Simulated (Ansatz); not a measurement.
# Cl₃GaH₂Se: small, medium and large basis sets

An exercise on one series of results from a longer session: the logs are not shown, and one member is left open.

Method: one geometry, several basis sets; program: Ansatz 0.2.0, Gaussian basis.

The runs, in order: PBE0-D4/def2-SVP; ωB97M-V/def2-SVP; PBE0-D4/def2-QZVPP; ωB97M-V/def2-QZVPP; the functionals' def2-TZVPP values are taken from earlier runs.

## The geometry

The geometry comes from an earlier relaxation with PBE0-D4 in a triple-zeta def2 set; it is a stationary point, not always the lowest conformer.

SMILES `[Cl][Ga-]([Cl])([Cl])[SeH2+]`, 7 atoms, charge 0, spin multiplicity 1.

Atoms are counted from 1 here; the program's logs count them from 0.

Bond lengths: Cl1–Ga2 2.147 Å, Ga2–Cl3 2.147 Å, Ga2–Cl4 2.149 Å, Ga2–Se5 2.635 Å, Se5–H6 1.470 Å, Se5–H7 1.470 Å. Angles: Cl1–Ga2–Cl3 118.0°, Cl1–Ga2–Cl4 116.9°, Cl1–Ga2–Se5 98.8°, Cl3–Ga2–Cl4 116.9°, Cl3–Ga2–Se5 98.7°, Cl4–Ga2–Se5 101.2°, Ga2–Se5–H6 93.8°, Ga2–Se5–H7 93.8°, H6–Se5–H7 91.6°.

Set-up of the first run:

The input, in.yaml:

```yaml
crystal:
  periodic: [false, false, false]
  atoms:
    - {symbol: Cl, position_ang: [-0.700857, -1.180944, 2.251106]}
    - {symbol: Ga, position_ang: [0.034071, -1.025228, 0.239915]}
    - {symbol: Cl, position_ang: [2.033860, -1.696850, -0.158985]}
    - {symbol: Cl, position_ang: [-1.402924, -1.255044, -1.341564]}
    - {symbol: Se, position_ang: [0.464099, 1.573153, 0.169881]}
    - {symbol: H, position_ang: [-0.965236, 1.906868, 0.087668]}
    - {symbol: H, position_ang: [0.598186, 1.610042, -1.293620]}
basis:
  gaussian: {orbitals: def2-SVP}
hamiltonian: {xc: pbe0, dispersion: d4}
output: {orbitals: {seedname: orbitals}}
```

The run is started by

```console
$ ansatz run in.yaml --threads 4 --pin off --events-out ev --progress --plain --max-ram 11315MiB
```

Steps of the session up to this table: PBE0-D4 in def2-SVP; ωB97M-V in def2-SVP; PBE0-D4 in def2-QZVPP; ωB97M-V in def2-QZVPP.

One table of the session follows, with a row left open; its other results are not shown here.

It belongs to the step «Density functionals: the series». 

| functional | basis | HOMO (eV) |
| --- | --- | --- |
| PBE0-D4 | def2-SVP | -8.56 |
| PBE0-D4 | def2-TZVPP | -8.75 |
| PBE0-D4 | def2-QZVPP | -8.78 |
| ωB97M-V | def2-SVP | -10.73 |
| ωB97M-V | def2-TZVPP | ? |
| ωB97M-V | def2-QZVPP | -10.91 |

Q: Estimate the row for ωB97M-V, def2-TZVPP from the others.

As computed: HOMO (eV): -10.88. In the column «HOMO (eV)» it lies between ωB97M-V, def2-QZVPP (-10.91) and ωB97M-V, def2-SVP (-10.73).
